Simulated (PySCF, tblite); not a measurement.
# C6H14BP: geometry, infrared bands and NMR shifts

Wanted: the infrared bands and NMR shifts of C6H14BP (`[BH3-][P+]1(CCCC)C=C1`), by calculation.

Computed with tblite 0.8.0 and PySCF 2.14.0, with density-fitted response routines of our own, on a single molecule in the gas phase. Atoms count from 0, in the outputs and in this text.

**1. The molecule as given**

22 atoms, charge 0, multiplicity 1; geometry from: force field or distance geometry start.

Bonds of the start (Å): B0–P1 1.88, P1–C2 1.79, C2–C3 1.48, C3–C4 1.48, C4–C5 1.53, P1–C6 1.78, C6–C7 1.34, C7–P1 1.78, B0–H8 1.20, B0–H9 1.20, B0–H10 1.17, C2–H11 1.13, C2–H12 1.11, C3–H13 1.13, C3–H14 1.13, C4–H15 1.10, C4–H16 1.13, C5–H17 1.11, C5–H18 1.11, C5–H19 1.10, C6–H20 1.10, C7–H21 1.10.

**2. Relaxing the molecule with GFN2-xTB**

The job: settings as JSON, then the geometry in Å.

```
{"job": {"kind": "relax", "xc": "GFN2-xTB", "basis": "xTB"}, "charge": 0, "multiplicity": 1}
B     -3.315800    -0.645200     0.102800
P     -1.547500    -0.008500     0.095100
C     -0.302000    -1.177800    -0.442100
C      1.090300    -0.903400    -0.016100
C      1.672500     0.393400    -0.438900
C      3.090700     0.412000     0.123200
C     -1.131800     1.495400     0.952100
C     -1.293200     1.694000    -0.365300
H     -3.369300    -1.573000    -0.660600
H     -4.051500     0.209800    -0.308300
H     -3.657000    -0.922600     1.191300
H     -0.588700    -2.178000     0.001900
H     -0.412800    -1.335300    -1.535100
H      1.728000    -1.705800    -0.494200
H      1.189100    -0.998100     1.101600
H      1.097300     1.239200    -0.035100
H      1.694900     0.488000    -1.565500
H      3.118400    -0.332800     0.949700
H      3.804500     0.047600    -0.648200
H      3.370800     1.398700     0.530200
H     -0.894000     2.037300     1.882900
H     -1.303200     2.384500    -1.223700
```

Started as:

```sh
OMP_NUM_THREADS=1 python probes_run.py task.json out
```

The driver reads the jobs from task.json and runs them one after another.

**Question.** This job is followed by: GFN2-xTB harmonic vibrations, gas phase; GIAO PBE0/pcSseg-1 NMR shielding, non-relativistic, gas phase. Predict these results of the whole session: strongest single infrared mode (GFN2-xTB); zero-point energy (GFN2-xTB); 13C shifts against TMS (PBE0/pcSseg-1, means over atoms taken as alike); 1H shifts against TMS (PBE0/pcSseg-1, means over atoms taken as alike); 11B shifts against BF3·OEt2 (PBE0/pcSseg-1); 31P shifts against H3PO4 (PBE0/pcSseg-1); surface potential, 1st and 99th percentile.

The runs gave:

```
                                                               quantity                                   value
                              strongest single infrared mode (GFN2-xTB)                   1068 cm⁻¹, 220 km/mol
                                           zero-point energy (GFN2-xTB)                          113.5 kcal/mol
13C shifts against TMS (PBE0/pcSseg-1, means over atoms taken as alike)       144.0, 36.5, 29.0, 27.9, 16.9 ppm
 1H shifts against TMS (PBE0/pcSseg-1, means over atoms taken as alike)  8.76, 1.64, 1.54, 1.15, 1.11, 1.08 ppm
                            11B shifts against BF3·OEt2 (PBE0/pcSseg-1)                               -43.8 ppm
                               31P shifts against H3PO4 (PBE0/pcSseg-1)                              -137.6 ppm
                                  surface potential, 1st and 99th percentile                      -1.44 V and 1.51 V
```

**Reading.** Relaxing lowered the energy by 0.951 eV in 272 steps; the close pair that moved most is P1–C2, from 1.791 to 1.864 Å. No mode is imaginary among the 60: a minimum at this level. The strongest single mode, at 1068 cm⁻¹, moves mainly H9, H8 and H10. GFN2-xTB is a fitted tight-binding method: band positions and strengths are rough. Its intensities can rank the bands wrongly. C6, C7 (mean) (alkene CH) lies farthest downfield among carbon, at 144.0 ppm; an sp2 carbon of a C=C bond. At PBE0/pcSseg-1: The largest span, 732 ppm, is at P1, where the paramagnetic term is -509 ppm. At PBE0/pcSseg-1, counted by nearest atom on the grid, the HOMO lies on P1 18 %; B0 14 %, the LUMO on C6, C7 about 34 % each; H20, H21 about 10 % each.
